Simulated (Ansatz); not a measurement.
**AlSbH3F (SMILES [F][AlH][SbH2]) at 4 levels**

Aim: a comparison of 4 runs (HF/3-21G, B2PLYP/def2-SVP, BHLYP/def2-SVP, r2SCAN/def2-SVP) of AlSbH3F. 

The calculation is run with Ansatz 0.2.0.

60 further runs of the same task are left out: 60 set aside as unsound or not needed.

## (1) The molecule

The species is AlSbH3F (6 atoms), meant as a singlet with charge 0. SMILES: `[F][AlH][SbH2]`. The Al2–H4 distance was set to 2.847 Å, away from the relaxed value. At this shape a bond of the SMILES string is far longer than usual.

Bond lengths: F1–Al2 1.653 Å, Al2–Sb3 2.636 Å, Sb3–H5 1.710 Å, Sb3–H6 1.709 Å. Angles: F1–Al2–Sb3 116.3°, Al2–Sb3–H5 88.3°, Al2–Sb3–H6 87.8°, H5–Sb3–H6 91.6°.

## (2) A single-point energy at HF/3-21G (run 1)

Input file input.yaml:

```yaml
crystal:
  periodic: [false, false, false]
  atoms:
    - symbol: F
      position_ang: [-0.907634, -1.023262, 2.351853]
    - symbol: Al
      position_ang: [-0.129134, -0.430162, 1.019753]
    - symbol: Sb
      position_ang: [1.486866, 1.612838, 1.424353]
    - symbol: H
      position_ang: [-0.594800, -1.800700, -1.431700]
    - symbol: H
      position_ang: [1.049066, 2.201138, -0.120347]
    - symbol: H
      position_ang: [0.172566, 2.422038, 2.157653]
basis:
  gaussian:
    orbitals: 3-21G-spherical.json
accuracy: high
output:
  orbitals: {seedname: orbitals}
hamiltonian:
  xc: hf
```

The basis set 3-21G is read from a file made from the Basis Set Exchange's data (not shown).

Run with:

```
$ ansatz run input.yaml --threads 1 --pin off --max-ram 3480MiB --events-out events.jsonl --progress --plain --runs-dir runs
```

The log of the run:

```text
Warning: RAYON_NUM_THREADS=1 ignored (pool sized by the plan → 1); use --threads N
Functional definition: HF
  name "HF"
  exchange = exact_x
  correlation = 0
1192 factors; integrals over basis functions are off by at most 2.2e-8 eV
mean field evaluation 1: about -180322.4873 eV, gradient 3.0e1 eV
mean field evaluation 2: about -180322.6499 eV, gradient 3.0e1 eV
mean field evaluation 4: about -180325.0961 eV, gradient 1.8e0 eV
mean field evaluation 8: about -180325.1442 eV, gradient 1.6e-1 eV
mean field evaluation 16: about -180325.1445 eV, gradient 8.7e-9 eV
mean field -180325.14449031 eV, -6626.8268312459 hartree, gradient 9.2e-9 eV, S^2 0.000000; 0 other end points of the search recorded, 0 dependent functions left out
reference -180325.14449031 eV, -6626.8268312459 hartree; 38, 38 occupied and 21, 21 virtual orbitals, 1192 factors
Total energy: -180325.14449031 eV, -6626.8268312459 hartree
```

Wall time 1.5 s (1 thread of Arm Neoverse V1, shared host); peak memory 0.15 GiB.

## (3) The energy at B2PLYP/def2-SVP (core potential) (run 2)

Input file run.yaml:

```yaml
crystal:
  periodic: [false, false, false]
  atoms:
    - {symbol: F, position_ang: [-0.907634, -1.023262, 2.351853]}
    - {symbol: Al, position_ang: [-0.129134, -0.430162, 1.019753]}
    - {symbol: Sb, position_ang: [1.486866, 1.612838, 1.424353]}
    - {symbol: H, position_ang: [-0.594800, -1.800700, -1.431700]}
    - {symbol: H, position_ang: [1.049066, 2.201138, -0.120347]}
    - {symbol: H, position_ang: [0.172566, 2.422038, 2.157653]}
basis:
  gaussian:
    orbitals: def2-SVP
hamiltonian:
  xc: {name: B2PLYP}
correlation:
  frozen_orbitals: {Al: 5, F: 1, H: 0, Sb: 4}
accuracy: high
output:
  orbitals: {seedname: orbitals}
```

Run with:

```
$ ansatz run run.yaml --threads 1 --pin off --max-ram 3480MiB --events-out events.jsonl --progress --plain --runs-dir runs
```

The log of the run:

```text
Warning: RAYON_NUM_THREADS=1 ignored (pool sized by the plan → 1); use --threads N
Functional definition: B2PLYP
  name "B2PLYP"
  parameter a = 0.53
  parameter c = 0.27
  exchange = (1 - a)*b88_x + a*exact_x
  correlation = (1 - c)*lyp_c + c*(mp2_os + mp2_ss)
1619 factors; integrals over basis functions are off by at most 6.4e-9 eV
mean field evaluation 1: about -15875.5070 eV, gradient 3.4e1 eV
mean field evaluation 2: about -15875.5427 eV, gradient 3.4e1 eV
mean field evaluation 4: about -15878.2227 eV, gradient 1.2e0 eV
mean field evaluation 8: about -15878.2405 eV, gradient 4.5e-2 eV
mean field evaluation 16: about -15878.2405 eV, gradient 4.2e-5 eV
mean field -15878.24050862 eV, -583.5145760337 hartree, gradient 8.2e-8 eV, S^2 0.000000; 0 other end points of the search recorded, 0 dependent functions left out; unrestricted orbitals would lower it
10 core orbitals not correlated: weight in the atoms' cores, before any rotation towards them, 1.000 or more for the frozen orbitals, at most 0.000 for the correlated occupied ones
reference -15878.24053557 eV, -583.5145770241 hartree; 14, 14 occupied and 49, 49 virtual orbitals, 1619 factors
second order -12.99423966 eV of doubles, -0.00000000 eV of singles
Total energy: -15881.74898027 eV, -583.6435099889 hartree
```

Wall time 8.7 s (1 thread of Arm Neoverse V1, shared host); peak memory 0.23 GiB.

Run 3 isn't shown in full; the table further down has it.

## (4) A single-point energy at r2SCAN/def2-SVP (core potential) (run 4)

Changes to run.yaml since step 3:

```diff
@@ -10,10 +10,5 @@
 basis:
-  gaussian:
-    orbitals: def2-SVP
-hamiltonian:
-  xc: {name: B2PLYP}
-correlation:
-  frozen_orbitals: {Al: 5, F: 1, H: 0, Sb: 4}
+  gaussian: {orbitals: def2-SVP}
+hamiltonian: {xc: r2scan}
 accuracy: high
-output:
-  orbitals: {seedname: orbitals}
+output: {orbitals: {seedname: orbitals}}
```

Run with:

```
$ ansatz run run.yaml --threads 1 --pin off --max-ram 3480MiB --events-out events.jsonl --progress --plain --runs-dir runs
```

The log of the run:

```text
Warning: RAYON_NUM_THREADS=1 ignored (pool sized by the plan → 1); use --threads N
Functional definition: r2SCAN
  name "r2SCAN"
  parameter k0 = 0.174
  parameter k1 = 0.065
  parameter a1 = 4.9479
  exchange = r2scan_x(k0 = k0, k1 = k1, a1 = a1)
  correlation = r2scan_c
1619 factors; integrals over basis functions are off by at most 6.4e-9 eV
mean field evaluation 1: about -15892.1028 eV, gradient 3.8e1 eV
mean field evaluation 2: about -15875.1933 eV, gradient 9.1e1 eV
mean field evaluation 4: about -15894.9167 eV, gradient 9.2e0 eV
mean field evaluation 8: about -15895.5625 eV, gradient 6.0e-1 eV
mean field evaluation 16: about -15895.5640 eV, gradient 8.8e-5 eV
mean field -15895.56399027 eV, -584.1512022424 hartree, gradient 5.5e-8 eV, S^2 0.000000; 0 other end points of the search recorded, 0 dependent functions left out
reference -15895.56399118 eV, -584.1512022758 hartree; 24, 24 occupied and 49, 49 virtual orbitals, 1619 factors
Total energy: -15895.56399118 eV, -584.1512022758 hartree
```

Wall time 13 s (1 thread of Arm Neoverse V1, shared host); peak memory 0.25 GiB.

## (5) All runs side by side

```
run                             level  core potential  frozen core orbitals   energy (Eh)  HOMO energy (eV)  LUMO energy (eV)  HOMO–LUMO gap (eV)  wall time
  1                          HF/3-21G            none                     –  -6626.826831             -8.21             -0.01                8.19      1.5 s
  2  B2PLYP/def2-SVP (core potential)        def2-SVP                    10   -583.643510             -7.10             -1.85                5.26      8.7 s
  3   BHLYP/def2-SVP (core potential)        def2-SVP                     –   -584.011952             -7.18             -2.12                5.06      7.5 s
  4  r2SCAN/def2-SVP (core potential)        def2-SVP                     –   -584.151202             -5.82             -3.37                2.44       13 s
```

## (6) What came out

| quantity | value |
| --- | --- |
| run 4: total energy | -584.15120 Eh |
| run 4: HOMO energy | -5.82 eV |
| run 4: LUMO energy | -3.37 eV |
| run 4: HOMO–LUMO gap | 2.44 eV |

**Reading.** The HOMO–LUMO gap runs from 2.44 eV (r2SCAN/def2-SVP) to 8.19 eV (HF/3-21G). The two ends differ in method and basis and core potential. Totals of different functionals can't be ranked against each other. Some runs of one species differ in core potentials or relativity; totals across that change don't compare. In run 2 the log says that unrestricted orbitals would lower the reference, so the values rest on an unstable closed-shell determinant (other closed-shell runs at this shape may share the fault). In run 1 relativity is left out where basis or elements ask for it. All runs together took 31 s, the longest 13 s.
